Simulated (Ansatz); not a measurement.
# Ti2CS: properties at the relaxed cell

An exercise on one series of results from a longer session: the logs are not shown, and one member is left open.

Program: Ansatz 0.2.0. Level of theory: DFT r2SCAN, scalar-relativistic, plane waves, PAW. These are calculated values, not measurements.

**The structure to begin with**

It takes space group P6_3/mmc (No. 194, hexagonal). Conventional cell: a = 3.203 Å, b = 3.203 Å, c = 11.223 Å, α = 90.00°, β = 90.00°, γ = 120.00°. Ti (site symmetry 3m) has 3 C at 2.16 Å and 3 S at 2.51 Å as nearest neighbours. C (site symmetry -3m) is surrounded by 6 Ti at 2.16 Å. Around S (site symmetry -6m2) lie 6 Ti at 2.51 Å.

Coordinates:

```
Ti C S
1.0
     3.20264    0.00000    0.00000
    -1.60132    2.77357    0.00000
     0.00000    0.00000   11.22282
Ti C S
4 2 2
Direct
  0.33333 0.66667 0.09900
  0.66667 0.33333 0.59900
  0.33333 0.66667 0.40100
  0.66667 0.33333 0.90100
  0.00000 0.00000 0.00000
  0.00000 0.00000 0.50000
  0.66667 0.33333 0.25000
  0.33333 0.66667 0.75000
```

This cell was relaxed beforehand with the same method: volume 12.46 Å³/atom, gap on the mesh none (metal).

Set-up of the first run:

The input, input.yaml:

```yaml
crystal:
  lattice:
    - [3.1702927342, 0.0, 0.0]
    - [-1.5851463671, 2.7455540453, 0.0]
    - [0.0, 0.0, 11.1094517275]
  atoms:
    - { symbol: Ti, position: [0.3333333333, 0.6666666667, 0.098995258] }
    - { symbol: Ti, position: [0.6666666667, 0.3333333333, 0.598995258] }
    - { symbol: Ti, position: [0.3333333333, 0.6666666667, 0.401004742] }
    - { symbol: Ti, position: [0.6666666667, 0.3333333333, 0.901004742] }
    - { symbol: C, position: [0.0, 0.0, 0.0] }
    - { symbol: C, position: [0.0, 0.0, 0.5] }
    - { symbol: S, position: [0.6666666667, 0.3333333333, 0.25] }
    - { symbol: S, position: [0.3333333333, 0.6666666667, 0.75] }
basis:
  ecutwfc: 500
kpoints:
  mp_grid: { grid: [12, 12, 4] }
hamiltonian:
  xc: r2scan
scf:
  occupations: { method: gaussian, width: 0.1 }
output:
  forces: true
  stress: true
  eigenvalues: true
relax:
  adjacent_minimum: "off"
  f_tol: 0.01
  max_steps: 30
  cell: { stress_tol: 0.1, fix: [volume] }
```

Command:

```bash
$ ansatz run input.yaml --threads 4 --pin off --max-ram 10240MiB --backend cpu --events-out ev --progress --plain --runs-dir out
```

Among the steps run: Point at V/V0 = 0.97; Volume × 1.03; Volume × 0.94; Point at V/V0 = 1.06.

One table of the session follows, with a row left open; its other results are not shown here.

It belongs to the step «Energy against volume». 

| volume (Å³/atom) | energy above the lowest point (meV/atom) | pressure (GPa) |
| --- | --- | --- |
| 11.714 | 29.2 | 13.23 |
| 12.087 | ? | ? |
| 12.461 | 0.0 | -0.01 |
| 12.835 | 6.3 | -5.22 |
| 13.209 | 23.8 | -9.67 |

**Question.** Estimate the row for volume (Å³/atom) = 12.087.

Worked estimate for «energy above the lowest point (meV/atom)». A straight line through the neighbours (11.714, 29.2) and (12.461, 0.0) gives 29.2 + (0.0 − 29.2) × (12.087 − 11.714) / (12.461 − 11.714) = 14.6; a parabola fitted to 3 rows on both sides gives 7.7.

**Answer.** energy above the lowest point (meV/atom): 6.9; pressure (GPa): 6.10. In «energy above the lowest point (meV/atom)» the line misses by +7.7 and the parabola by +0.8.
